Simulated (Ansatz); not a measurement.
# Copper, omega (AlB2-type) under LDA: from relaxation to bulk modulus

Aim: take copper in the omega (AlB2-type) structure, relax it, solve it on a dense k-mesh, then scale the cell to 7 volumes from 88 to 112 % of the relaxed one and try a fit of the equation of state. Spin polarisation is left out. The k-meshes are 9×9×13 for the relaxation; 12×12×17 for the dense run; 10×10×15 for the volumes.

Method: DFT LDA (PW92), plane waves (420 eV) with PAW, scalar-relativistic; PAW files made under PBE, frozen cores solved again for the functional, in Ansatz 0.2.0.

## Step 1: Starting point

The structure is hexagonal, space group P6/mmm (No. 191). The conventional cell has a = 4.056 Å, b = 4.056 Å, c = 2.486 Å, α = 90.00°, β = 90.00°, γ = 120.00°. Cu (site symmetry 6/mmm) has 14 Cu at 2.49 to 2.65 Å as nearest neighbours. Cu (site symmetry -6m2) has 11 Cu at 2.34 to 2.65 Å as nearest neighbours.

As a file:

```
CELL_PARAMETERS angstrom
4.05627 0.00000 0.00000
-2.02814 3.51283 0.00000
0.00000 0.00000 2.48649
ATOMIC_POSITIONS crystal
Cu 0.00000 0.00000 0.00000
Cu 0.33333 0.66667 0.50000
Cu 0.66667 0.33333 0.50000
```

## Step 2: Geometry optimisation

Input file input.yaml:

```yaml
crystal:
  lattice:
    - [4.0562702462, 0.0, 0.0]
    - [-2.0281351231, 3.5128330778, 0.0]
    - [0.0, 0.0, 2.4864936609]
  atoms:
    - { symbol: Cu, position: [0.0, 0.0, 0.0] }
    - { symbol: Cu, position: [0.3333333333, 0.6666666667, 0.5] }
    - { symbol: Cu, position: [0.6666666667, 0.3333333333, 0.5] }
hamiltonian:
  xc: lda
  pseudopotentials:
    kind: paw
    azcp:
      Cu: "pseudopotentials/Cu.paw.azcp"
basis:
  ecutwfc: 420
  fft_grid_basis: typed
kpoints:
  mp_grid: { grid: [9, 9, 13], shift: [0, 0, 0] }
magnetization:
  spin_polarized: false
scf:
  occupations: { method: fermi_dirac, width: 0.1 }
relax:
  max_steps: 60
  f_tol: 0.01
  cell: {}
output:
  write_density: true
  write_potential: true
  elf: true
  volumetric_format: npy
```

After this run come: Single point on a dense mesh; The cell scaled to 88 % of its volume; The cell scaled to 92 % of its volume; The cell scaled to 96 % of its volume; The cell scaled to 100 % of its volume; The cell scaled to 104 % of its volume; The cell scaled to 108 % of its volume; The cell scaled to 112 % of its volume.

Before running it: what results should come out? Wanted: space group; conventional cell; volume; shortest distance; gap on the mesh; relative to fcc; V₀, B₀, B₀′.

As calculated:

| quantity | value |
| --- | --- |
| space group (spins left aside) | P6/mmm (No. 191) |
| conventional cell | a = 3.998 Å, c = 2.400 Å (c/a = 0.600) |
| volume | 11.078 Å³/atom |
| shortest distance | 2.308 Å |
| gap on the mesh | none (levels filled in part) |
| relative to fcc | +88 meV/atom |
| V₀, B₀, B₀′ | 11.078 Å³/atom, 181 GPa, 5.0 |

In words: From the guessed start the volume shrank by 6.2 % in 6 steps. Against the reference form of copper (fcc, computed apart with the same settings) it stands 88 meV/atom higher. Levels at the Fermi energy are filled in part, as in a metal. B₀ comes out at 181 GPa; letting shape and positions relax at each volume could only lower it. Relaxation kept the symmetry; phonons were not checked.
